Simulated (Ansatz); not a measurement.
GaF:

```xyz
2
Lattice="3.1659 0.0000 0.0000 0.0000 3.1659 0.0000 0.0000 0.0000 3.1659" Properties=species:S:1:pos:R:3 pbc="T T T"
Ga    0.0000    0.0000    0.0000
F     1.5830    1.5830    1.5830
```

The cell was built by a generator and needn't be a form met in nature.

Base run:

```yaml
Program: Ansatz 0.2.0
Functional: r2SCAN0 form with a typed share of exact exchange
Potentials_or_basis: Ansatz PAW
Cutoff: "500 eV (not typed: the program's choice for these potentials)"
k_mesh: 5 × 5 × 5
Occupations: fermi-dirac, width 0.05 eV
Spin: no spin polarisation
```

Its results: band gap on the k mesh 4.21 eV, indirect (least direct gap 5.33 eV); pressure -1.5 GPa.

Task: After a change of settings the same cell gave: band gap on the k mesh 3.72 eV, indirect (least direct gap 4.67 eV); pressure -1.7 GPa. Which change was it?
A. share of exact exchange from 0.35 to 0
B. functional from r2SCAN0 form with a typed share of exact exchange to r2SCAN0; share of exact exchange from 0.35 to 0.25
C. share of exact exchange from 0.35 to 0.5
D. share of exact exchange from 0.35 to 0.1

Result: B.

Caveats: odd divisions of the mesh miss points on the zone boundary, where band edges often lie, so the gap on the mesh can be too wide; the PAW data sets come from PBE, with cores solved anew for the run's functional, which leaves a small shift of forces and pressure; the thresholds are loose for stress.
